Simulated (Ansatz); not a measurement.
# ZrRh3: the cost of one run

Computed with Ansatz 0.2.0 (DFT PBEsol, scalar-relativistic, plane waves, PAW).

2 further runs of the same task are left out: 2 set aside as unsound or not needed.

### Step 1. The system as given

It takes space group Pm-3m (No. 221, cubic). The conventional cell has a = 3.955 Å, b = 3.955 Å, c = 3.955 Å, α = 90.00°, β = 90.00°, γ = 90.00°. Zr (site symmetry m-3m) is surrounded by 12 Rh at 2.80 Å. Rh (site symmetry 4/mmm) is surrounded by 4 Zr at 2.80 Å and 8 Rh at 2.80 Å.

As a file:

```cif
data_structure
_symmetry_space_group_name_H-M 'Pm-3m'
_symmetry_Int_Tables_number 221
_cell_length_a 3.9552
_cell_length_b 3.9552
_cell_length_c 3.9552
_cell_angle_alpha 90.000
_cell_angle_beta 90.000
_cell_angle_gamma 90.000
_cell_volume 61.87
loop_
_atom_site_label
_atom_site_type_symbol
_atom_site_symmetry_multiplicity
_atom_site_Wyckoff_symbol
_atom_site_fract_x
_atom_site_fract_y
_atom_site_fract_z
_atom_site_occupancy
Zr1 Zr 1 a 0.00000 0.00000 0.00000 1
Rh1 Rh 3 c 0.00000 0.50000 0.50000 1
```

This cell was relaxed beforehand with the same method: volume 15.47 Å³/atom, gap on the mesh none (metal).

### Step 2. The cell under PBEsol

input.yaml reads:

```yaml
crystal:
  lattice:
    - [3.9552288169, 0.0, 0.0]
    - [0.0, 3.9552288169, 0.0]
    - [0.0, 0.0, 3.9552288169]
  atoms:
    - { symbol: Zr, position: [0.0, 0.0, 0.0] }
    - { symbol: Rh, position: [0.0, 0.5, 0.5] }
    - { symbol: Rh, position: [0.5, 0.0, 0.5] }
    - { symbol: Rh, position: [0.5, 0.5, 0.0] }
basis:
  ecutwfc: 420
kpoints:
  mp_grid: { grid: [10, 10, 10] }
hamiltonian:
  xc: pbesol
scf:
  occupations: { method: gaussian, width: 0.1 }
output:
  forces: true
  stress: true
  eigenvalues: true
relax:
  adjacent_minimum: "off"
  f_tol: 0.005
  max_steps: 50
  cell: { stress_tol: 0.05 }
```

On the command line:

```console
ansatz run input.yaml --threads 1 --pin off --max-ram 2560MiB --backend cpu --events-out ev --progress --plain --runs-dir out
```

What time and memory should one allow on 1 thread of Arm Neoverse V2, shared host?

About 38 s, with a peak of 0.4 GiB.
